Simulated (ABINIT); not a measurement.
# PtSe (Fm-3m) in ABINIT: further runs

One crystal, PtSe, is run at these levels: PBE+U; tasks: single point.

Program: ABINIT 10.8.3 (patched build). These are calculated values, not measurements. Logs are shortened: lines on timing, memory, paths and dates and some standing lists are left out, and cuts for length are marked. The log counts tension as positive stress, the text compression.

## (1) Starting point

Symmetry: Fm-3m, No. 225, cubic system. Conventional cell: a = 5.597 Å, b = 5.597 Å, c = 5.597 Å, α = 90.00°, β = 90.00°, γ = 90.00°. Pt (site symmetry m-3m) is surrounded by 6 Se at 2.80 Å. Se (site symmetry m-3m) has 6 Pt at 2.80 Å as nearest neighbours.

The cell comes from a database or a generator and needn't be the stable form of this composition.

## (2) Single point, PBE+U, collinear spin, ferromagnetic start

File run.abi:

```
# Pseudopotentials
pp_dirpath "./"
pseudos "Pt.GGA_PBE-JTH.xml, Se.GGA_PBE-JTH.xml"

# Structure
acell 3*1.0
rprim
     0.0000000000     5.2882306198     5.2882306198
     5.2882306198     0.0000000000     5.2882306198
     5.2882306198     5.2882306198     0.0000000000
ntypat 2
znucl 78 34
natom 2
typat 1 2
xcart
     2.7984111300     2.7984111300     2.7984111300
     0.0000000000     0.0000000000     0.0000000000 Angstrom

# Plane-wave basis
ecut 435.382180 eV
pawecutdg 32.0
pawxcdev 0

# k points
kptopt 1
ngkpt 6 6 6
nshiftk 1
shiftk 0.0 0.0 0.0

# Exchange and correlation
ixc 11

# Bands and occupations
nband 12
occopt 7
tsmear 0.05 eV

# Spin
nsppol 2
spinat
     0.0000000000     0.0000000000     2.0000000000
     0.0000000000     0.0000000000     0.0000000000

# DFT+U
usepawu 1
lpawu 2 -1
upawu 2.0 0.0 eV
jpawu 0.0 0.0 eV

# SCF cycle
nstep 100
tolvrs 1.0e-9

# Output
iomode 3
prtwf 0
prtden 0
prteig 0
prtebands 0
enunit 1
```

Potentials or basis: JTH PAW PBE v2.0.

The run is started by

```bash
> abinit run.abi > log 2>&1
```

run.abo:

```text
.Version 10.8.3 of ABINIT
 Symmetries : space group Fm -3 m (#225); Bravais cF (face-center cubic)
================================================================================
 Values of the parameters that define the memory need of the present run
     intxc =       0    ionmov =       0      iscf =      17    lmnmax =      18
     lnmax =       6     mgfft =      30  mpssoang =       3    mqgrid =    3001
     natom =       2  nloc_mem =       2    nspden =       2   nspinor =       1
    nsppol =       2      nsym =      48    n1xccc =       1    ntypat =       2
    occopt =       7   xclevel =       2
       mpw =         911          nfft =       27000          nkpt =          16
 PAW method is used; the additional fine FFT grid is defined by:
   mgfftf=        40    nfftf =     64000
================================================================================
================================================================================

--------------------------------------------------------------------------------
------------- Echo of variables that govern the present computation ------------
--------------------------------------------------------------------------------
 -outvars: echo values of preprocessed input variables --------
            acell      1.0000000000E+00  1.0000000000E+00  1.0000000000E+00 Bohr
              amu      1.95080000E+02  7.89600000E+01
             ecut      1.60000000E+01 Hartree
           enunit           1
              ixc          11
         kptrlatt        6    0    0      0    6    0      0    0    6
          kptrlen      4.48721248E+01
            lpawu           2      -1
            natom           2
            nband          12
            ngfft          30      30      30
          ngfftdg          40      40      40
             nkpt          16
           nspden           2
           nsppol           2
            nstep         100
             nsym          48
           ntypat           2
           occopt           7
        pawecutdg      3.20000000E+01 Hartree
         pawxcdev           0
           prtden           0
        prtebands           0
           prteig           0
            prtwf           0
            rprim      0.0000000000E+00  5.2882306198E+00  5.2882306198E+00
                       5.2882306198E+00  0.0000000000E+00  5.2882306198E+00
                       5.2882306198E+00  5.2882306198E+00  0.0000000000E+00
          spgroup         225
           spinat      0.0000000000E+00  0.0000000000E+00  2.0000000000E+00
                       0.0000000000E+00  0.0000000000E+00  0.0000000000E+00
           tolvrs      1.00000000E-09
           tsmear      1.83746611E-03 Hartree
            typat      1  2
            upawu      7.34986444E-02  0.00000000E+00 Hartree
          usepawu           1
           useylm           1
           xangst      2.7984111300E+00  2.7984111300E+00  2.7984111300E+00
                       1.9008671772E-09  1.9008671772E-09  1.9008671772E-09
            xcart      5.2882306234E+00  5.2882306234E+00  5.2882306234E+00
                       3.5921183666E-09  3.5921183666E-09  3.5921183666E-09
             xred      5.0000000034E-01  5.0000000034E-01  5.0000000034E-01
                       3.3963329371E-10  3.3963329371E-10  3.3963329371E-10
            znucl       78.00000   34.00000

================================================================================

 chkinp: Checking input parameters for consistency.

================================================================================
== DATASET  1 ==================================================================

--- !DatasetInfo
iteration_state: {dtset: 1, }
dimensions: {natom: 2, nkpt: 16, mband: 12, nsppol: 2, nspinor: 1, nspden: 2, mpw: 911, }
cutoff_energies: {ecut:  16.0, pawecutdg:  32.0, }
electrons: {nelect:   1.60000000E+01, charge:   0.00000000E+00, occopt:   7.00000000E+00, tsmear:   1.83746611E-03, }
meta: {optdriver: 0, ionmov: 0, optcell: 0, iscf: 17, paral_kgb: 0, }
...

 Exchange-correlation functional for the present dataset will be:
  GGA: Perdew-Burke-Ernzerhof functional - ixc=11
  J.P.Perdew, K.Burke, M.Ernzerhof, PRL 77, 3865 (1996)

 Real(R)+Recip(G) space primitive vectors, cartesian coordinates (Bohr,Bohr^-1):
 R(1)=  0.0000000  5.2882306  5.2882306  G(1)= -0.0945496  0.0945496  0.0945496
 R(2)=  5.2882306  0.0000000  5.2882306  G(2)=  0.0945496 -0.0945496  0.0945496
 R(3)=  5.2882306  5.2882306  0.0000000  G(3)=  0.0945496  0.0945496 -0.0945496
 Unit cell volume ucvol=  2.9577479E+02 bohr^3
 Angles (23,13,12)=  6.00000000E+01  6.00000000E+01  6.00000000E+01 degrees

 Coarse grid specifications (used for wave-functions):

 getcut: wavevector=  0.0000  0.0000  0.0000  ngfft=  30  30  30
         ecut(hartree)=     16.000   => boxcut(ratio)=   2.23025

 getcut : COMMENT -
  Note that boxcut > 2.2 ; recall that boxcut=Gcut(box)/Gcut(sphere) = 2
  is sufficient for exact treatment of convolution.
  Such a large boxcut is a waste : you could raise ecut
  e.g. ecut=   19.895989 Hartrees makes boxcut=2

 Fine grid specifications (used for densities):

 getcut: wavevector=  0.0000  0.0000  0.0000  ngfft=  40  40  40
[... 56 lines left out ...]

 Cartesian components of stress tensor (hartree/bohr^3)
  sigma(1 1)=  4.78092951E-04  sigma(3 2)=  0.00000000E+00
  sigma(2 2)=  4.78092951E-04  sigma(3 1)=  0.00000000E+00
  sigma(3 3)=  4.78092951E-04  sigma(2 1)=  0.00000000E+00

--- !ResultsGS
iteration_state: {dtset: 1, }
comment   : Summary of ground state results
lattice_vectors:
- [  0.0000000,   5.2882306,   5.2882306, ]
- [  5.2882306,   0.0000000,   5.2882306, ]
- [  5.2882306,   5.2882306,   0.0000000, ]
lattice_lengths: [   7.47869,    7.47869,    7.47869, ]
lattice_angles: [ 60.000,  60.000,  60.000, ] # degrees, (23, 13, 12)
lattice_volume:   2.9577479E+02
convergence: {deltae: -9.237E-14, res2:  2.537E-10, residm:  1.582E-05, diffor: null, }
etotal    :  -3.65254479E+01
entropy   :   0.00000000E+00
fermie    :   1.04657223E-01
cartesian_stress_tensor: # hartree/bohr^3
- [  4.78092951E-04,   0.00000000E+00,   0.00000000E+00, ]
- [  0.00000000E+00,   4.78092951E-04,   0.00000000E+00, ]
- [  0.00000000E+00,   0.00000000E+00,   4.78092951E-04, ]
pressure_GPa:  -1.4066E+01
xred      :
- [  5.0000E-01,   5.0000E-01,   5.0000E-01, Pt]
- [  3.3963E-10,   3.3963E-10,   3.3963E-10, Se]
cartesian_forces: # hartree/bohr
- [ -0.00000000E+00,  -0.00000000E+00,  -0.00000000E+00, ]
- [ -0.00000000E+00,  -0.00000000E+00,  -0.00000000E+00, ]
force_length_stats: {min:   0.00000000E+00, max:   0.00000000E+00, mean:   0.00000000E+00, }
...

 Integrated electronic and magnetization densities in atomic spheres:
 ------------------------------------------------------------------------------------------------------------
 Radius=ratsph(iatom), smearing ratsm=  0.0000. Diff(up-dn)=approximate z local magnetic moment.
    Atom    Radius    up_density   dn_density  Total(up+dn)  Diff(up-dn)
    1 Pt   2.51622     4.248916     4.172799      8.421715     0.076117
    2 Se   2.21132     1.900549     1.865797      3.766346     0.034751
 ------------------------------------------------------------------------------------------------------------
  Sum:                 6.149464     6.038597     12.188061     0.110868
 Total magnetization (from the atomic spheres):                0.110868
 Total magnetization (exact up - dn):                          0.138680

 ---------- DFT+U DATA ---------------------------------------------------

 ====== For Atom     1, occupations for correlated orbitals. lpawu =   2

 Atom   1. Occ. for lpawu and for spin  1 =   3.92258
 Atom   1. Occ. for lpawu and for spin  2 =   3.85660
 => On atom   1,  local Mag. for lpawu is       -0.065982

 == Occupation matrix for correlated orbitals:

 Occupation matrix for spin  1
     0.85292    0.00000    0.00000    0.00000    0.00000
     0.00000    0.85292    0.00000    0.00000    0.00000
     0.00000    0.00000    0.68191    0.00000    0.00000
     0.00000    0.00000    0.00000    0.85292    0.00000
     0.00000    0.00000    0.00000    0.00000    0.68191

 Occupation matrix for spin  2
     0.84990    0.00000    0.00000    0.00000    0.00000
     0.00000    0.84990    0.00000    0.00000    0.00000
     0.00000    0.00000    0.65345    0.00000    0.00000
     0.00000    0.00000    0.00000    0.84990    0.00000
     0.00000    0.00000    0.00000    0.00000    0.65345

================================================================================

 ----iterations are completed or convergence reached----

 Mean square residual over all n,k,spin=   51.223E-09; max=  15.823E-06
 reduced coordinates (array xred) for    2 atoms
       0.500000000340      0.500000000340      0.500000000340
       0.000000000340      0.000000000340      0.000000000340
 rms dE/dt=  0.0000E+00; max dE/dt=  0.0000E+00; dE/dt below (all hartree)
    1       0.000000000000      0.000000000000      0.000000000000
    2       0.000000000000      0.000000000000      0.000000000000

 cartesian coordinates (angstrom) at end:
    1      2.79841113000000     2.79841113000000     2.79841113000000
    2      0.00000000190087     0.00000000190087     0.00000000190087

 cartesian forces (hartree/bohr) at end:
    1     -0.00000000000000    -0.00000000000000    -0.00000000000000
    2     -0.00000000000000    -0.00000000000000    -0.00000000000000
 frms,max,avg= 0.0000000E+00 0.0000000E+00   0.000E+00  0.000E+00  0.000E+00 h/b

 cartesian forces (eV/Angstrom) at end:
    1     -0.00000000000000    -0.00000000000000    -0.00000000000000
    2     -0.00000000000000    -0.00000000000000    -0.00000000000000
 frms,max,avg= 0.0000000E+00 0.0000000E+00   0.000E+00  0.000E+00  0.000E+00 e/A
 length scales=  1.000000000000  1.000000000000  1.000000000000 bohr
              =  0.529177210544  0.529177210544  0.529177210544 angstroms
 Fermi (or HOMO) energy (eV) =   2.84787   Average Vxc (eV)= -10.40230
 Eigenvalues (   eV  ) for nkpt=  16  k points, SPIN UP:
 kpt#   1, nband= 12, wtk=  0.00463, kpt=  0.0000  0.0000  0.0000 (reduced coord)
 -11.03544    0.29063    0.29063    0.29063    0.49823    0.49823    1.75851    1.75851
   1.75851    3.49910   13.36139   13.79642
 prteigrs : prtvol=0 or 1, do not print more k-points.

 Eigenvalues (   eV  ) for nkpt=  16  k points, SPIN DOWN:
 kpt#   1, nband= 12, wtk=  0.00463, kpt=  0.0000  0.0000  0.0000 (reduced coord)
 -10.99229    0.32896    0.32896    0.32896    0.61722    0.61722    1.80593    1.80593
   1.80593    3.52943   13.37225   13.82862
 prteigrs : prtvol=0 or 1, do not print more k-points.

--- !EnergyTerms
iteration_state     : {dtset: 1, }
comment             : Components of total free energy in Hartree
kinetic             :  1.13216890846666E+01
hartree             :  5.07267762241216E+00
xc                  : -9.03007722596408E+00
Ewald energy        : -3.56598096080054E+01
psp_core            :  3.41272200485071E+00
local_psp           : -1.77117695031435E+01
PAW spherical_terms :  6.06926812072532E+00
internal            : -3.65252995044582E+01
'-kT*entropy'       : -1.60516696981414E-04
total_energy        : -3.65254600211552E+01
total_energy_eV     : -9.93908400447792E+02
...

--- !EnergyTermsDC
iteration_state     : {dtset: 1, }
comment             : '"Double-counting" decomposition of free energy'
band_energy         : -6.51574021066703E-01
Ewald energy        : -3.56598096080054E+01
psp_core            :  3.41272200485071E+00
xc_dc               : -7.39405830237472E+00
PAW spherical_terms :  3.76743255746676E+00
internal            : -3.65252873691294E+01
'-kT*entropy'       : -1.60516696981414E-04
total_energy_dc     : -3.65254478858264E+01
total_energy_dc_eV  : -9.93908070228671E+02
...

--- !EnergyTermsWithPAWCore
iteration_state     : {dtset: 1, }
comment             : 'Components of total free energy, including PAW core contributions'
Total energy        : -2.08437568621478E+04
Total energy DC     : -2.08437568500125E+04
Total energy (eV)   : -5.67187518793222E+05
Total energy DC (eV): -5.67187518463003E+05
...

 Cartesian components of stress tensor (hartree/bohr^3)
  sigma(1 1)=  4.78092951E-04  sigma(3 2)=  0.00000000E+00
  sigma(2 2)=  4.78092951E-04  sigma(3 1)=  0.00000000E+00
  sigma(3 3)=  4.78092951E-04  sigma(2 1)=  0.00000000E+00

-Cartesian components of stress tensor (GPa)         [Pressure= -1.4066E+01 GPa]
- sigma(1 1)=  1.40659802E+01  sigma(3 2)=  0.00000000E+00
- sigma(2 2)=  1.40659802E+01  sigma(3 1)=  0.00000000E+00
- sigma(3 3)=  1.40659802E+01  sigma(2 1)=  0.00000000E+00

== END DATASET(S) ==============================================================
================================================================================

 -outvars: echo values of variables after computation  --------
            acell      1.0000000000E+00  1.0000000000E+00  1.0000000000E+00 Bohr
           etotal     -3.6525447886E+01
            fcart     -0.0000000000E+00 -0.0000000000E+00 -0.0000000000E+00
                      -0.0000000000E+00 -0.0000000000E+00 -0.0000000000E+00
            rprim      0.0000000000E+00  5.2882306198E+00  5.2882306198E+00
                       5.2882306198E+00  0.0000000000E+00  5.2882306198E+00
                       5.2882306198E+00  5.2882306198E+00  0.0000000000E+00
           strten      4.7809295117E-04  4.7809295117E-04  4.7809295117E-04
                       0.0000000000E+00  0.0000000000E+00  0.0000000000E+00
           xangst      2.7984111300E+00  2.7984111300E+00  2.7984111300E+00
                       1.9008671772E-09  1.9008671772E-09  1.9008671772E-09
             xred      5.0000000034E-01  5.0000000034E-01  5.0000000034E-01
                       3.3963329371E-10  3.3963329371E-10  3.3963329371E-10
 Calculation completed.
```

It took 23 s on 1 thread of Arm Neoverse V2, shared host; peak memory 0.13 GiB.

Results:

| Item | Value |
| --- | --- |
| Free energy | -993.9081 eV |
| Pressure | -14.1 GPa |
| Band gap on the k mesh | none (metal or under the smearing width) |
| Net moment | 0.14 μB per cell |
| Site moments | Pt +0.08; Se +0.03 μB |
| Valence electrons inside the program's atomic spheres | Pt 8.42; Se 3.77 |

Eigenvalues of the final occupation matrices:
| site | spin | trace | eigenvalues |
| --- | --- | --- | --- |
| atom 1 | 1 | 3.92 | 0.68 0.68 0.85 0.85 0.85 |
| atom 1 | 2 | 3.86 | 0.65 0.65 0.85 0.85 0.85 |

[end of part 1 of 2]
